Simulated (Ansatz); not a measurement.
# B₂H₄OS: a ladder of functionals and wavefunction methods

One table from this session's results is given with a row withheld; the runs are named, their logs left out.

Computed with Ansatz 0.2.0, Gaussian basis. Level: functionals in def2-TZVPP, the program's frozen cores in correlated methods.

Plan: LDA (SPW92), PBE-D4, revPBE-D4, BLYP-D4, r2SCAN-D4, B97M-V, PBE0-D4, B3LYP-D4, r2SCANh-D4, r2SCAN0-D4, HSE06-D4, BHLYP-D4, CAM-B3LYP-D4, LC-ωPBE, ωB97X-V, ωB97M-V, B2PLYP, PBE-QIDH; CCSD(T)/def2-SVP; CCSD(T)/def2-TZVPP; MP2/def2-QZVPP; extrapolation to the limit; RPA on PBE.

## The relaxed structure

All runs share one geometry, relaxed beforehand with PBE0-D4 in a triple-zeta def2 set.

SMILES `OBBS`, 8 atoms, charge 0, spin multiplicity 1.

Atoms are counted from 1 here; the program's logs count them from 0.

Bond lengths: O1–B2 1.356 Å, O1–H5 0.961 Å, B2–B3 1.686 Å, B2–H6 1.210 Å, B3–S4 1.771 Å, B3–H7 1.196 Å, S4–H8 1.345 Å. Angles: B2–O1–H5 113.4°, O1–B2–B3 120.7°, O1–B2–H6 118.5°, B3–B2–H6 120.8°, B2–B3–S4 119.9°, B2–B3–H7 122.0°, S4–B3–H7 118.0°, B3–S4–H8 100.3°.

The first run:

in.yaml

```yaml
crystal:
  periodic: [false, false, false]
  atoms:
    - {symbol: O, position_ang: [-1.438360, -1.000560, 0.781621]}
    - {symbol: B, position_ang: [-0.950467, -0.044417, -0.046971]}
    - {symbol: B, position_ang: [0.659872, 0.445216, 0.058126]}
    - {symbol: S, position_ang: [1.915457, -0.456869, -0.805180]}
    - {symbol: H, position_ang: [-2.372536, -1.180609, 0.647506]}
    - {symbol: H, position_ang: [-1.703027, 0.465828, -0.845110]}
    - {symbol: H, position_ang: [0.986828, 1.424767, 0.662288]}
    - {symbol: H, position_ang: [2.994432, 0.289542, -0.507980]}
basis:
  gaussian: {orbitals: def2-TZVPP}
hamiltonian: {xc: lda}
output: {orbitals: {seedname: orbitals}}
```

Run with:

```sh
$ ansatz run in.yaml --threads 2 --pin off --events-out ev --progress --plain --max-ram 4352MiB
```

Steps of the session up to this table: LDA; PBE-D4 (GGA); revPBE-D4 (GGA); BLYP-D4 (GGA); r2SCAN-D4 (meta-GGA); B97M-V (meta-GGA); B3LYP-D4 (hybrid); r2SCANh-D4 (hybrid); r2SCAN0-D4 (hybrid); HSE06-D4 (hybrid); BHLYP-D4 (hybrid); CAM-B3LYP-D4 (range-separated); LC-ωPBE (range-separated); ωB97X-V (range-separated); ωB97M-V (range-separated); B2PLYP (double hybrid); PBE-QIDH (double hybrid).

One table of the session follows, with a row left open; its other results are not shown here.

```
  functional  HOMO (eV)  gap (eV)
 LDA (SPW92)      -6.60      4.21
      PBE-D4      -6.55      4.40
   revPBE-D4      -6.52      4.47
     BLYP-D4      -6.48      4.52
   r2SCAN-D4      -6.84      4.99
      B97M-V      -6.93      5.05
     PBE0-D4      -7.93      6.71
    B3LYP-D4      -7.74      6.34
  r2SCANh-D4          ?         ?
  r2SCAN0-D4      -8.11      7.07
    HSE06-D4      -7.52      5.92
    BHLYP-D4      -9.17      8.99
CAM-B3LYP-D4      -9.35      9.25
     LC-ωPBE     -10.71     11.74
     ωB97X-V     -10.36     11.31
     ωB97M-V     -10.17     10.90
```

Q: Estimate the row for r2SCANh-D4 from the others.

Worked estimate for «HOMO (eV)». Against the share of exact exchange, r2SCAN-D4 (0, -6.84), r2SCAN0-D4 (0.25, -8.11) give a slope of -5.08 per unit share; at 0.1 the line stands at -7.35.

The run gave: HOMO (eV): -7.35; gap (eV): 5.82. In «HOMO (eV)» the line misses by 0.00.
